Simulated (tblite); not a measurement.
# C7H16BOP: the cost of one run

The runs use tblite 0.8.0 and PySCF 2.14.0, with density-fitted response routines of our own; the level of theory stands in each step. All values are computed, except where a source is named. Atoms count from 0, in the outputs and in this text.

## Step 1: Starting geometry

26 atoms, charge 0, multiplicity 1; geometry from: force field or distance geometry start.

Bonds of the start (Å): B0–P1 1.88, P1–C2 1.80, C2–O3 1.39, O3–C4 1.41, P1–C5 1.79, C5–C6 1.32, C6–C7 1.49, C7–C8 1.53, C8–C9 1.54, C9–C5 1.49, B0–H10 1.18, B0–H11 1.19, B0–H12 1.21, P1–H13 1.41, C2–H14 1.13, C2–H15 1.10, C4–H16 1.10, C4–H17 1.12, C4–H18 1.11, C6–H19 1.07, C7–H20 1.11, C7–H21 1.11, C8–H22 1.11, C8–H23 1.10, C9–H24 1.12, C9–H25 1.11.

## Step 2: Geometry optimisation with GFN2-xTB

What the job is given:

```
{"job": {"kind": "relax", "xc": "GFN2-xTB", "basis": "xTB"}, "charge": 0, "multiplicity": 1}
B     -0.672900     2.754200    -0.556200
P     -0.684700     1.142600     0.417800
C     -2.055500     0.090700    -0.101000
O     -2.044200    -1.096200     0.630300
C     -3.101400    -1.935000     0.220400
C      0.861300     0.270600     0.160800
C      1.274000    -0.150800    -1.023400
C      2.589900    -0.843500    -0.934800
C      2.967300    -0.790500     0.547100
C      1.812400    -0.058400     1.259100
H      0.271200     3.400300    -0.258800
H     -0.652300     2.510300    -1.719000
H     -1.675800     3.372600    -0.295100
H     -0.816600     1.431500     1.794100
H     -3.011000     0.665700     0.077800
H     -1.947900    -0.105600    -1.180400
H     -3.077800    -2.864200     0.814100
H     -2.985000    -2.221900    -0.856900
H     -4.088200    -1.445300     0.388000
H      0.719100    -0.013000    -1.933200
H      3.330000    -0.311400    -1.560200
H      2.475300    -1.897500    -1.279100
H      3.088600    -1.805400     0.970700
H      3.909700    -0.238200     0.678400
H      2.178000     0.879000     1.744900
H      1.315700    -0.718100     2.008000
```

The run is started by

```
$ OMP_NUM_THREADS=1 python probes_run.py task.json out
```

One launch serves the whole session: the jobs run in the order shown.

Q: Estimate the wall time and peak memory of this first job on 1 thread of Arm Neoverse V2, shared host.

About 1.4 s, with a peak of 0.24 GiB.
